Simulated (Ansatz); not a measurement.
Run this with the Ansatz DFT code, driven from Python and show what comes out.

`bfh2_dimer.py`
```python
import ansatz as az
import numpy as np

FIRST = [
    ("B", (-0.0276, -0.0243, -0.0215)),
    ("F", (1.1342, -0.2784, 0.6899)),
    ("H", (-1.0873, -0.6068, 0.1581)),
    ("H", (-0.0193, 0.9095, -0.8265)),
]
SECOND = [
    ("B", (-2.3501, -1.8745, -1.4418)),
    ("F", (-3.6692, -1.4575, -1.3606)),
    ("H", (-1.4415, -1.2011, -1.9061)),
    ("H", (-2.0546, -2.9581, -0.9331)),
]

def energy(atoms, ghosts=()):
    molecule = az.Crystal.molecule()
    for symbol, xyz in atoms:
        molecule = molecule.atom(symbol, xyz)
    calc = (
        molecule.calculation()
        .basis(gaussian="cc-pVDZ")
        .functional("r2scan")
        .scf(lower_state_search="light")
    )
    deck = calc.input()
    if ghosts:
        deck = deck.set(az.key.basis.gaussian.ghost_atoms, [{"symbol": s, "position_ang": list(xyz)} for s, xyz in ghosts])
    return az.Session.from_dict(deck).plan().execute().report["free_energy_ev"]

direction = np.array([-0.7122, -0.5607, -0.4223])
print("shift (A)   counterpoise-corrected interaction (eV)")
for shift in (-0.3, 0.0, 0.4, 1.0, 2.0):
    moved = [(s, tuple(np.round(np.array(xyz) + shift * direction, 4))) for s, xyz in SECOND]
    gain = energy(FIRST + moved) - energy(FIRST, moved) - energy(moved, FIRST)
    print(f"{shift:8.2f} {gain:14.3f}")
```

```console
$ python bfh2_dimer.py
shift (A)   counterpoise-corrected interaction (eV)
   -0.30          0.111
    0.00          0.040
    0.40          0.004
    1.00         -0.003
    2.00          0.000
```

What to keep in mind:
- The settings weren't tested for convergence.
- The dimer is a generated trial pose of unrelaxed monomers, not a minimum, so the figure is no binding energy, and the basis set is small.
- This level lacks the dispersion part of the attraction (electrostatics and induction are there), which can decide the sign where the interaction is weak.
- The whole script took 36 s on 1 thread of Intel(R) Xeon(R) Platinum 8259CL CPU @ 2.50GHz (Skylake/Cascade Lake), on a shared host, peak memory 0.19 GiB.
